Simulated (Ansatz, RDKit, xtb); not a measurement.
# C3H9AlOS: which of the isomers drawn lies lowest?

A sample of isomers of C3H9AlOS is drawn. Aim: find which of them has the lowest free energy at 298.15 K, then its properties. The sample is small against all isomers, and the most stable one of this formula need not be in it.

The funnel: GFN2-xTB relaxations, single points with a density functional, relaxations at r2SCAN-D4/def2-SVP, harmonic vibrations (at GFN2-xTB), and a last energy at a higher level. All values are calculated.

**1. Drawing up candidates**

Isomers were taken from a list of plausible structures; this is a sample, not all of them. That gives 4 candidates.

```
label               SMILES     spin
 c058  C[O][Al]([CH3])[S]C  singlet
 c200       CC[S][AlH][O]C  singlet
 c851       CC[O][AlH][S]C  singlet
 c874  C[S@+]([AlH3-])CC=O  singlet
```

Candidates are built by distance geometry, with a force field where one applies, in up to four conformers (letters a to d).

**2. First filter: tight binding**

All 12 starts are relaxed the same way. One of them, c058a (taken from a list of plausible isomers, embedded by distance geometry and UFF), in full:

Input file start.xyz:

```xyz
15
c058a
C     -0.808237    -3.143493     0.171009
C      1.774151    -0.460194    -1.027671
C     -0.992879     0.633193     1.968552
Al    -0.171843    -0.670082    -0.639111
O     -0.959057    -2.307886    -0.985451
S     -1.334198     1.005766     0.240039
H     -1.313309    -4.126340    -0.062442
H     -1.382076    -2.704588     1.031777
H      0.244089    -3.321482     0.422994
H      2.300996    -0.150717    -0.086486
H      1.928059     0.359108    -1.822658
H      2.185230    -1.378395    -1.495451
H     -1.377558    -0.406423     2.206645
H      0.175928     0.670766     2.116346
H     -1.428246     1.366471     2.661144
```

On the command line:

```sh
xtb start.xyz --gfn 2 --opt
```

Output, cut to the lines that bear on the results:

```text
* xtb version 6.7.1
[...]
          :  # basis functions                  45          :
[...]
          :  # electrons                        36          :
[...]
          :  Hamiltonian                  GFN2-xTB          :
[...]
          :  net charge                          0          :
          :  unpaired electrons                  0          :
[...]
   *** convergence criteria satisfied after 13 iterations ***
[...]
   *** GEOMETRY OPTIMIZATION CONVERGED AFTER 62 ITERATIONS ***
[...]
   *** convergence criteria satisfied after 3 iterations ***
[...]
         ::                     SUMMARY                     ::
         :::::::::::::::::::::::::::::::::::::::::::::::::::::
         :: total energy             -19.459885306409 Eh    ::
         :: gradient norm              0.000645274492 Eh/a0 ::
         :: HOMO-LUMO gap              3.434864287636 eV    ::
         ::.................................................::
         :: SCC energy               -19.662406906888 Eh    ::
         :: -> isotropic ES            0.053453166829 Eh    ::
         :: -> anisotropic ES          0.003240131414 Eh    ::
         :: -> anisotropic XC          0.005356490949 Eh    ::
         :: -> dispersion             -0.008208815052 Eh    ::
         :: repulsion energy           0.202521600480 Eh    ::
         :: add. restraining           0.000000000000 Eh    ::
         :: total charge               0.000000000000 e     ::
         :::::::::::::::::::::::::::::::::::::::::::::::::::::
[...]
        18        2.0000           -0.3610395              -9.8244 (HOMO)
        19                         -0.2348105              -6.3895 (LUMO)
[...]
     #   Z          covCN         q      C6AA      α(0)
     1   6          3.633     0.051    20.109     6.454
     2   6          3.610    -0.206    25.191     7.248
     3   6          3.744    -0.044    21.427     6.603
     4  13          2.421     0.365    98.617    20.629
     5   8          1.586    -0.355    20.037     6.041
     6  16          1.806    -0.289   153.547    20.857
     7   1          0.924     0.040     2.448     2.447
     8   1          0.924     0.039     2.465     2.455
     9   1          0.924     0.040     2.453     2.449
    10   1          0.925     0.058     2.218     2.329
    11   1          0.925     0.061     2.184     2.311
    12   1          0.924     0.058     2.220     2.330
    13   1          0.925     0.067     2.117     2.275
    14   1          0.925     0.057     2.237     2.339
[...]
     #   Z sym  total        # sym  WBO       # sym  WBO       # sym  WBO
 ---------------------------------------------------------------------------
     1   6      3.951 --     9      0.981     7      0.981     8      0.980
                             5      0.972
     2   6      3.949 --     4      1.003    11      0.937    12      0.931
                            10      0.930     6      0.110
     3   6      3.977 --    14      0.986    15      0.986     6      0.972
                            13      0.966
     4  13      3.736 --     5      1.314     6      1.105     2      1.003
     5   8      2.373 --     4      1.314     1      0.972
     6  16      2.241 --     4      1.105     3      0.972     2      0.110
     7   1      0.998 --     1      0.981
     8   1      0.998 --     1      0.980
     9   1      0.998 --     1      0.981
    10   1      0.996 --     2      0.930
[...]
molecular dipole:
                 x           y           z       tot (Debye)
 q only:       -0.171      -0.700       0.012
   full:       -0.205      -1.111      -0.047       2.875
molecular quadrupole (traceless):
[...]
          | TOTAL ENERGY              -19.459885306409 Eh   |
          | GRADIENT NORM               0.000645274492 Eh/α |
          | HOMO-LUMO GAP               3.434864287636 eV   |
           -------------------------------------------------
[...]
```

It took 0.39 s on 4 threads of Arm Neoverse V1, shared host.

**3. What the search left**

12 of the 12 relaxations converged; 1 ended on a minimum already found. 11 distinct structures remain:

```
label  start                  SMILES after     spin  energy (kcal/mol)           note
c851b  drawn                CC[O][AlH][S]C  singlet                0.0               
c200c  drawn                CC[S][AlH][O]C  singlet                1.9               
c851a  drawn                CC[O][AlH][S]C  singlet                1.9               
c200a  drawn                CC[S][AlH][O]C  singlet                3.0               
c200b  drawn                CC[S][AlH][O]C  singlet                3.0               
c058a  drawn           C[O][Al]([CH3])[S]C  singlet               17.9               
c058b  drawn           C[O][Al]([CH3])[S]C  singlet               18.1               
c874c  drawn  [CH3][S][CH2][CH][O][AlH3] ‡  singlet               54.9  bonds changed
c874d  drawn           C[S@+]([AlH3-])CC=O  singlet               67.5               
c874b  drawn           C[S@+]([AlH3-])CC=O  singlet               68.2               
c874a  drawn           C[S@+]([AlH3-])CC=O  singlet               68.5
```

‡ marks the bonded skeleton alone, with all bonds drawn single: no Lewis structure was assigned that passes a check against the bond lengths.

**4. Single points on the low minima**

A choice of the minima (the low ones first, few conformers of a pattern, up to a cap) and the lowest that fell apart get a single point at r2SCAN-D4/def2-SVP on the tight-binding geometry, and one at HF/STO-3G for comparison. The lowest singlets are also tried as triplets at the same geometry (label ending in t). Within 30 kcal/mol but not screened, among others: c200b. The first, c851b:

Input file input.yaml:

```yaml
crystal:
  periodic: [false, false, false]
  atoms:
    - symbol: C
      position_ang: [2.083319, -0.165042, 1.301144]
    - symbol: C
      position_ang: [0.637054, -0.637913, 1.267830]
    - symbol: C
      position_ang: [-2.438486, 3.521981, -1.725098]
    - symbol: Al
      position_ang: [-1.116096, 1.605643, 0.215574]
    - symbol: O
      position_ang: [-0.205273, 0.360190, 0.762303]
    - symbol: S
      position_ang: [-1.266734, 2.126367, -1.917943]
    - symbol: H
      position_ang: [2.724154, -0.953013, 1.688181]
    - symbol: H
      position_ang: [2.171306, 0.712884, 1.937866]
    - symbol: H
      position_ang: [2.406813, 0.100496, 0.296989]
    - symbol: H
      position_ang: [0.547697, -1.525691, 0.631546]
    - symbol: H
      position_ang: [0.302634, -0.897736, 2.279167]
    - symbol: H
      position_ang: [-1.920510, 2.449437, 1.200514]
    - symbol: H
      position_ang: [-3.341534, 3.288408, -2.278829]
    - symbol: H
      position_ang: [-2.676451, 3.676419, -0.670318]
    - symbol: H
      position_ang: [-1.974409, 4.413354, -2.135208]
basis:
  gaussian: {orbitals: def2-SVP}
magnetization: {spin_polarized: false, initial_magnetization: 0}
hamiltonian: {xc: r2scan, dispersion: d4}
scf: {lower_state_search: "off"}
```

On the command line:

```sh
ansatz run input.yaml --threads 4 --pin off --max-ram 7830MiB --events-out events.jsonl --progress --plain --runs-dir runs
```

Output, cut to the lines that bear on the results:

```text
Warning: RAYON_NUM_THREADS=4 ignored (pool sized by the plan → 4); use --threads N
Functional definition: r2SCAN
  name "r2SCAN"
[...]
1537 factors; their error is unknown
[...]
mean field -22725.34652030 eV, -835.1410808278 hartree, gradient 4.1e-6 eV, S^2 0.000000; 0 other end points of the search recorded, 0 dependent functions left out
reference -22725.34653367 eV, -835.1410813192 hartree; 32, 32 occupied and 105, 105 virtual orbitals, 1537 factors
Total energy: -22725.42478330 eV, -835.1439569403 hartree
Checks for a lower state left out: stability, starts, cluster_reference, orbital_swaps, neighbouring_geometries, increment
```

Wall time 2.1 s (4 threads of Arm Neoverse V1, shared host); peak memory 0.17 GiB.

Relative energies in kcal/mol, each column from its lowest structure that stays in one piece:

```
 label               SMILES     spin  GFN2-xTB  HF/STO-3G  r2SCAN-D4/def2-SVP
 c058a  C[O][Al]([CH3])[S]C  singlet      17.9        0.0                 0.0
 c058b  C[O][Al]([CH3])[S]C  singlet      18.1        0.3                 0.8
 c851a       CC[O][AlH][S]C  singlet       1.9        9.1                 7.4
 c851b       CC[O][AlH][S]C  singlet       0.0        9.6                 7.5
 c200c       CC[S][AlH][O]C  singlet       1.9       12.3                 9.8
 c200a       CC[S][AlH][O]C  singlet       3.0       12.5                10.9
c058at  C[O][Al]([CH3])[S]C  triplet         –          –               119.7
c851at       CC[O][AlH][S]C  triplet         –          –               121.8
```

Measured from c058a, GFN2-xTB misplaces c200a by 26 kcal/mol against r2SCAN-D4/def2-SVP, so minima dropped on its energies alone could hide the lowest isomer.

**5. Third filter: density-functional geometries**

3 candidates are relaxed at r2SCAN-D4/def2-SVP (chosen among the lowest in one piece, one conformer a pattern). The first, c058a:

Input file input.yaml:

```yaml
basis:
  gaussian:
    orbitals: def2-SVP
crystal:
  periodic: [false, false, false]
  atoms:
    - symbol: C
      position_ang: [-0.807311, -3.253038, 0.485384]
    - symbol: C
      position_ang: [1.928830, -0.410514, -1.598059]
    - symbol: C
      position_ang: [-1.372516, 0.645558, 2.053790]
    - symbol: Al
      position_ang: [0.515460, -0.599212, -0.215459]
    - symbol: O
      position_ang: [-0.233092, -2.011139, 0.201093]
    - symbol: S
      position_ang: [-0.105361, 1.238100, 0.867109]
    - symbol: H
      position_ang: [-1.453738, -3.560926, -0.339470]
    - symbol: H
      position_ang: [-1.402500, -3.194915, 1.400724]
    - symbol: H
      position_ang: [-0.024341, -4.002483, 0.619569]
    - symbol: H
      position_ang: [2.849999, -0.918845, -1.309221]
    - symbol: H
      position_ang: [2.169666, 0.640916, -1.759217]
    - symbol: H
      position_ang: [1.621713, -0.835937, -2.555248]
    - symbol: H
      position_ang: [-1.556398, -0.415712, 1.910437]
    - symbol: H
      position_ang: [-1.007220, 0.832360, 3.058833]
    - symbol: H
      position_ang: [-2.282141, 1.211491, 1.878970]
magnetization:
  spin_polarized: false
  initial_magnetization: 0
hamiltonian:
  xc: {name: r2SCAN}
  dispersion: d4
scf:
  lower_state_search: "off"
relax:
  f_tol: 0.006
```

On the command line:

```sh
ansatz run input.yaml --threads 4 --pin off --max-ram 7830MiB --events-out events.jsonl --progress --plain --runs-dir runs
```

Output, cut to the lines that bear on the results:

```text
Warning: RAYON_NUM_THREADS=4 ignored (pool sized by the plan → 4); use --threads N
[...]
[... 2 set-up lines as earlier in the session ...]
[...]
1537 factors; their error is unknown
[...]
mean field -22725.66762795 eV, -835.1528813164 hartree, gradient 1.9e-6 eV, S^2 0.000000; 0 other end points of the search recorded, 0 dependent functions left out
[...]
reference -22725.66764092 eV, -835.1528817932 hartree; 32, 32 occupied and 105, 105 virtual orbitals, 1537 factors
relax step   1: F+E_penalty+E_count = -22725.74996506 eV  Δ(F+E_penalty+E_count) = +0.000e0 eV  max|allowed force component| = 1.127e0 eV/Å  Δτ_max = 0.0000 Å  (19 SCF iters, accepted)
[...]
relax step   8: F+E_penalty+E_count = -22725.82540444 eV  Δ(F+E_penalty+E_count) = -2.135e-3 eV  max|allowed force component| = 2.629e-1 eV/Å  Δτ_max = 0.0475 Å  (19 SCF iters, accepted)
[...]
Atom 6 at    -1.613253    -3.491422    -0.086243 Å, force     0.001357     0.000570     0.000668 eV/Å
Atom 7 at    -0.418407    -3.797756     1.198307 Å, force    -0.000289    -0.000333    -0.000615 eV/Å
Atom 8 at     0.122557    -3.592520    -0.490377 Å, force     0.000947    -0.000965    -0.001507 eV/Å
Atom 9 at     2.613567    -1.355914    -1.082210 Å, force     0.000532    -0.000094     0.000035 eV/Å
Atom 10 at     2.285663     0.316072    -1.592285 Å, force     0.000532    -0.000033    -0.000146 eV/Å
Atom 11 at     1.419033    -1.039386    -2.349950 Å, force    -0.000499    -0.000194     0.000527 eV/Å
Atom 12 at    -1.653205    -0.204543     1.976022 Å, force     0.000255     0.000225    -0.000662 eV/Å
Atom 13 at    -1.146028     1.126482     3.069494 Å, force    -0.000044     0.000419     0.000124 eV/Å
Atom 14 at    -2.355361     1.437451     1.786317 Å, force     0.000184    -0.000346    -0.000063 eV/Å
Dipole moment:    -0.034914    -0.410961    -0.064632 e Å
Checks for a lower state left out: stability, starts, cluster_reference, orbital_swaps, neighbouring_geometries, increment
```

It took 68 s on 4 threads of Arm Neoverse V1, shared host; peak memory 0.19 GiB.

Energy change by step (eV): 0.0000, -0.0569, -0.0687, -0.0700, -0.0703, -0.0707, -0.0733, -0.0754, -0.0799, -0.0847, -0.0882, -0.0918, -0.0990, -0.1020, -0.1028, -0.1043, -0.1054, -0.1065, -0.1079, -0.1089, -0.1098, -0.1094, -0.1105, -0.1111, -0.1115, -0.1118, -0.1119, -0.1120, -0.1120, -0.1120.

After the run. Bond lengths: C2–Al4 1.945 Å, C1–O5 1.395 Å, Al4–O5 1.706 Å, C3–S6 1.841 Å, Al4–S6 2.178 Å, C1–H7 1.106 Å, C1–H8 1.106 Å, C1–H9 1.108 Å, C2–H10 1.104 Å, C2–H11 1.102 Å, C2–H12 1.104 Å, C3–H13 1.098 Å, C3–H14 1.099 Å, C3–H15 1.099 Å. Some angles: C2–Al4–O5 123.7°, C2–Al4–S6 121.9°, O5–Al4–S6 114.3°, C1–O5–Al4 138.7°, C3–S6–Al4 102.1°, Al4–C2–H10 111.6°, Al4–C2–H11 111.8°, Al4–C2–H12 111.5°, O5–C1–H7 110.7°, O5–C1–H8 110.7°.

**6. The relaxed candidates**

```
label     spin  r2SCAN-D4/def2-SVP (kcal/mol)  r2SCAN-D4/def2-SVP, relaxed (kcal/mol)  time
c058a  singlet                            0.0                                     0.0  68 s
c851a  singlet                            7.4                                     7.0  35 s
c200c  singlet                            9.8                                     8.9  69 s
```

c058a: Bond lengths: C2–Al4 1.945 Å, C1–O5 1.395 Å, Al4–O5 1.706 Å, C3–S6 1.841 Å, Al4–S6 2.178 Å, C1–H7 1.106 Å, C1–H8 1.106 Å, C1–H9 1.108 Å, C2–H10 1.104 Å, C2–H11 1.102 Å, C2–H12 1.104 Å, C3–H13 1.098 Å, C3–H14 1.099 Å, C3–H15 1.099 Å. Some angles: C2–Al4–O5 123.7°, C2–Al4–S6 121.9°, O5–Al4–S6 114.3°, C1–O5–Al4 138.7°, C3–S6–Al4 102.1°, Al4–C2–H10 111.6°, Al4–C2–H11 111.8°, Al4–C2–H12 111.5°, O5–C1–H7 110.7°, O5–C1–H8 110.7°.

c851a: Bond lengths: C1–C2 1.519 Å, C2–O5 1.402 Å, Al4–O5 1.699 Å, C3–S6 1.841 Å, Al4–S6 2.174 Å, C1–H7 1.102 Å, C1–H8 1.102 Å, C1–H9 1.102 Å, C2–H10 1.108 Å, C2–H11 1.107 Å, Al4–H12 1.579 Å, C3–H13 1.098 Å, C3–H14 1.099 Å, C3–H15 1.099 Å. Some angles: C1–C2–O5 112.7°, C2–O5–Al4 143.8°, O5–Al4–S6 115.4°, C3–S6–Al4 102.0°, C1–C2–H10 109.8°, C1–C2–H11 109.7°, O5–C2–H10 109.7°, O5–C2–H11 108.4°, C2–C1–H7 110.5°, C2–C1–H8 111.1°.

c200c: Bond lengths: C1–C2 1.518 Å, C3–O5 1.396 Å, Al4–O5 1.692 Å, C2–S6 1.854 Å, Al4–S6 2.183 Å, C1–H7 1.102 Å, C1–H8 1.103 Å, C1–H9 1.101 Å, C2–H10 1.101 Å, C2–H11 1.102 Å, Al4–H12 1.577 Å, C3–H13 1.105 Å, C3–H14 1.105 Å, C3–H15 1.107 Å. Some angles: C1–C2–S6 112.9°, C3–O5–Al4 141.8°, O5–Al4–S6 120.1°, C2–S6–Al4 99.6°, C1–C2–H10 111.2°, C1–C2–H11 111.2°, S6–C2–H10 104.7°, S6–C2–H11 109.5°, C2–C1–H7 111.2°, C2–C1–H8 110.4°.

**7. Are they minima? Harmonic frequencies**

The lowest few in one piece go on as finalists. In this search the thermal terms come from GFN2-xTB at its own nearest minimum. The first, c058a:

Input file start.xyz:

```xyz
15
c058a
C     -0.599198    -3.228826     0.267696
C      1.815082    -0.660121    -1.392229
C     -1.449082     0.872396     2.044400
Al     0.419181    -0.527444    -0.044956
O     -0.498881    -1.857020     0.501997
S     -0.100620     1.368255     0.893253
H     -1.613253    -3.491422    -0.086243
H     -0.418407    -3.797756     1.198307
H      0.122557    -3.592520    -0.490377
H      2.613567    -1.355914    -1.082210
H      2.285663     0.316072    -1.592285
H      1.419033    -1.039386    -2.349950
H     -1.653205    -0.204543     1.976022
H     -1.146028     1.126482     3.069494
H     -2.355361     1.437451     1.786317
```

On the command line:

```sh
xtb start.xyz --gfn 2 --ohess tight
```

Output, cut to the lines that bear on the results:

```text
* xtb version 6.7.1
[...]
          :  # basis functions                  45          :
[...]
          :  # electrons                        36          :
[...]
          :  Hamiltonian                  GFN2-xTB          :
[...]
          :  net charge                          0          :
          :  unpaired electrons                  0          :
[...]
   *** convergence criteria satisfied after 13 iterations ***
[...]
   *** GEOMETRY OPTIMIZATION CONVERGED AFTER 19 ITERATIONS ***
[...]
   *** convergence criteria satisfied after 3 iterations ***
[...]
         ::                     SUMMARY                     ::
         :::::::::::::::::::::::::::::::::::::::::::::::::::::
         :: total energy             -19.459978172968 Eh    ::
         :: gradient norm              0.000298944754 Eh/a0 ::
         :: HOMO-LUMO gap              3.433499721927 eV    ::
         ::.................................................::
         :: SCC energy               -19.662187088861 Eh    ::
         :: -> isotropic ES            0.053487219347 Eh    ::
         :: -> anisotropic ES          0.003135769905 Eh    ::
         :: -> anisotropic XC          0.005393375288 Eh    ::
         :: -> dispersion             -0.008210491491 Eh    ::
         :: repulsion energy           0.202208915893 Eh    ::
         :: add. restraining           0.000000000000 Eh    ::
         :: total charge               0.000000000000 e     ::
         :::::::::::::::::::::::::::::::::::::::::::::::::::::
[...]
        18        2.0000           -0.3608972              -9.8205 (HOMO)
        19                         -0.2347184              -6.3870 (LUMO)
[...]
molecular dipole:
                 x           y           z       tot (Debye)
 q only:       -0.185      -0.700       0.006
   full:       -0.221      -1.110      -0.059       2.880
molecular quadrupole (traceless):
[...]
          | TOTAL ENERGY              -19.459978172977 Eh   |
          | TOTAL ENTHALPY            -19.334486795655 Eh   |
          | TOTAL FREE ENERGY         -19.384160184677 Eh   |
          | GRADIENT NORM               0.000298936922 Eh/α |
[...]
```

Wall time 0.3 s (4 threads of Arm Neoverse V1, shared host).

**8. Thermal terms of the finalists**

As xtb prints them, at 298.15 K, with its own treatment of low modes:

```
label               SMILES     spin  lowest mode (cm⁻¹)  zero-point (kcal/mol)  G − E (kcal/mol)
c058a  C[O][Al]([CH3])[S]C  singlet                  39                   71.2              47.6
c851a       CC[O][AlH][S]C  singlet                   1                   71.4              48.0
c200c       CC[S][AlH][O]C  singlet                 16i                   71.4              48.9
```

c200c keeps an imaginary mode, a small one that points to a nearly free motion; the harmonic terms are rough for it.

(Part 1 of 2 ends here.)
